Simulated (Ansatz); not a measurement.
# GeSbTe3: the cost of one run

Method: DFT PBE, scalar-relativistic, plane waves, PAW, in Ansatz 0.2.0.

## (1) The starting structure

The structure is tetragonal, space group P4/mmm (No. 123). The conventional cell has a = 5.918 Å, b = 5.918 Å, c = 5.543 Å, α = 90.00°, β = 90.00°, γ = 90.00°. Around Ge (site symmetry 4/mmm) lie 6 Te at 2.77 to 2.96 Å. Around Sb (site symmetry 4/mmm) lie 4 Te at 2.96 Å. Te (site symmetry mmm) has 2 Ge at 2.96 Å and 2 Sb at 2.96 Å as nearest neighbours. Te (site symmetry 4/mmm) is surrounded by 2 Ge at 2.77 Å.

Coordinates:

```xyz
5
Lattice="5.9182 0.0000 0.0000 0.0000 5.9182 0.0000 0.0000 0.0000 5.5432" Properties=species:S:1:pos:R:3 pbc="T T T"
Ge    2.9591    2.9591    2.7716
Sb    0.0000    0.0000    2.7716
Te    0.0000    2.9591    2.7716
Te    2.9591    0.0000    2.7716
Te    2.9591    2.9591    0.0000
```

It is the end of an earlier relaxation with the same method, from a generated guess; it needn't be the stable form of this composition. At a tolerance of 0.05 Å it has space group P4/mmm (No. 123); it has 38.83 Å³/atom, an uncorrected energy of +0.31 eV/atom over the elements.

## (2) Static run: bands, density of states and charges

File input.yaml:

```yaml
crystal:
  lattice:
    - [5.9181606093, 0.0, 0.0]
    - [0.0, 5.9181606093, 0.0]
    - [0.0, 0.0, 5.5432419559]
  atoms:
    - { symbol: Ge, position: [0.5, 0.5, 0.5] }
    - { symbol: Sb, position: [0.0, 0.0, 0.5] }
    - { symbol: Te, position: [0.0, 0.5, 0.5] }
    - { symbol: Te, position: [0.5, 0.0, 0.5] }
    - { symbol: Te, position: [0.5, 0.5, 0.0] }
basis:
  ecutwfc: 420
kpoints:
  mp_grid: { grid: [6, 6, 8] }
  band_path:
    path:
      - [[0.0, 0.0, 0.0], [0.0, 0.5, 0.0], [0.5, 0.5, 0.0], [0.0, 0.0, 0.0], [0.0, 0.0, 0.5], [0.0, 0.5, 0.5], [0.5, 0.5, 0.5], [0.0, 0.0, 0.5]]
      - [[0.0, 0.5, 0.0], [0.0, 0.5, 0.5]]
      - [[0.5, 0.5, 0.0], [0.5, 0.5, 0.5]]
    npoints: 14
hamiltonian:
  xc: pbe
scf:
  occupations: { method: gaussian, width: 0.1 }
  n_extra_bands: 12
output:
  forces: true
  stress: true
  eigenvalues: true
  populations: true
  dos: { projected: true, de: 0.02, nscf_kmesh: { grid: [8, 8, 10] } }
  bader: true
```

Run with:

```console
$ ansatz run input.yaml --threads 1 --pin off --max-ram 2560MiB --backend cpu --events-out ev --progress --plain --runs-dir out
```

What time and memory should one allow on 1 thread of Intel Xeon Platinum 8259CL at 2.50GHz (Skylake/Cascade Lake), shared host?

About 2.5 min, with a peak of 1 GiB.
